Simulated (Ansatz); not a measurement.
**C (Graphite 3R): further runs on the relaxed cell**

This session takes C (Graphite 3R) and sets out to measure the bulk modulus from energies at several volumes.

Computed with Ansatz 0.2.0 (DFT r2SCAN, scalar-relativistic, plane waves, PAW, unless a step's input says otherwise).

**1. The structure to begin with**

It takes space group R-3m (No. 166, trigonal). The conventional cell has a = 2.456 Å, b = 2.456 Å, c = 10.538 Å, α = 90.00°, β = 90.00°, γ = 120.00°. C (site symmetry 3m) has 3 C at 1.42 Å as nearest neighbours.

Structure file:

```
CELL_PARAMETERS angstrom
1.22795 0.70896 3.51251
-1.22795 0.70896 3.51251
0.00000 -1.41792 3.51251
ATOMIC_POSITIONS crystal
C 0.83336 0.83336 0.83336
C 0.16664 0.16664 0.16664
```

This cell was relaxed beforehand with the same method: volume 9.17 Å³/atom, gap on the mesh 0.53 eV.

**2. Volume × 0.97**

input.yaml reads:

```yaml
crystal:
  lattice:
    - [1.2155496657, 0.7017979267, 3.4770244105]
    - [-1.2155496657, 0.7017979267, 3.4770244105]
    - [0.0, -1.4035958535, 3.4770244105]
  atoms:
    - { symbol: C, position: [0.8333577677, 0.8333577677, 0.8333577677] }
    - { symbol: C, position: [0.1666422323, 0.1666422323, 0.1666422323] }
basis:
  ecutwfc: 500
kpoints:
  mp_grid: { grid: [18, 18, 18] }
hamiltonian:
  xc: r2scan
scf:
  occupations: { method: gaussian, width: 0.02 }
output:
  forces: true
  stress: true
  eigenvalues: true
relax:
  adjacent_minimum: "off"
  f_tol: 0.01
  max_steps: 30
  cell: { stress_tol: 0.1, fix: [volume] }
```

Started as:

```bash
> ansatz run input.yaml --threads 1 --pin off --max-ram 2560MiB --backend cpu --events-out ev --progress --plain --runs-dir out
```

**3. Point at V/V0 = 1.03**

input.yaml, as its differences from that of step 2:

```diff
@@ -2,5 +2,5 @@
   lattice:
-    - [1.2155496657, 0.7017979267, 3.4770244105]
-    - [-1.2155496657, 0.7017979267, 3.4770244105]
-    - [0.0, -1.4035958535, 3.4770244105]
+    - [1.2401128425, 0.7159794835, 3.5472862581]
+    - [-1.2401128425, 0.7159794835, 3.5472862581]
+    - [0.0, -1.4319589669, 3.5472862581]
   atoms:
@@ -20,2 +20,6 @@
   eigenvalues: true
+  write_density: true
+  write_potential: true
+  elf: true
+  volumetric_format: npy
 relax:
```

**4. Point at V/V0 = 0.94**

input.yaml reads:

```yaml
crystal:
  lattice:
    - [1.2142250326, 0.7010331494, 3.3768433259]
    - [-1.2142250326, 0.7010331494, 3.3768433259]
    - [0.0, -1.4020662988, 3.3768433259]
  atoms:
    - { symbol: C, position: [0.8333611242, 0.8333611242, 0.8333611242] }
    - { symbol: C, position: [0.1666388758, 0.1666388758, 0.1666388758] }
basis:
  ecutwfc: 500
kpoints:
  mp_grid: { grid: [18, 18, 18] }
hamiltonian:
  xc: r2scan
scf:
  occupations: { method: gaussian, width: 0.02 }
output:
  forces: true
  stress: true
  eigenvalues: true
relax:
  adjacent_minimum: "off"
  f_tol: 0.01
  max_steps: 30
  cell: { stress_tol: 0.1, fix: [volume] }
```

**5. Volume × 1.06**

input.yaml reads:

```yaml
crystal:
  lattice:
    - [1.2403193872, 0.7160987321, 3.6493895395]
    - [-1.2403193872, 0.7160987321, 3.6493895395]
    - [0.0, -1.4321974642, 3.6493895395]
  atoms:
    - { symbol: C, position: [0.8333464452, 0.8333464452, 0.8333464452] }
    - { symbol: C, position: [0.1666535548, 0.1666535548, 0.1666535548] }
basis:
  ecutwfc: 500
kpoints:
  mp_grid: { grid: [18, 18, 18] }
hamiltonian:
  xc: r2scan
scf:
  occupations: { method: gaussian, width: 0.02 }
output:
  forces: true
  stress: true
  eigenvalues: true
relax:
  adjacent_minimum: "off"
  f_tol: 0.01
  max_steps: 30
  cell: { stress_tol: 0.1, fix: [volume] }
```

(Steps that only read results are left out.)

**Question.** What will these runs give? Wanted: equilibrium volume of the fit; bulk modulus.

**Answer**, as computed:

```
                     quantity         value
equilibrium volume of the fit  9.19 Å³/atom
                 bulk modulus        22 GPa
      its pressure derivative          13.8
```

**Reading.** The fit puts the minimum at 9.19 Å³/atom with B = 22 GPa and B' = 13.8. B' = 13.8 lies outside the usual range of about 3 to 6, so take the fit with care. The gaps in this table are read on the mesh alone; along the band path the bands overlap, so the solid is a metal or semimetal at this level.
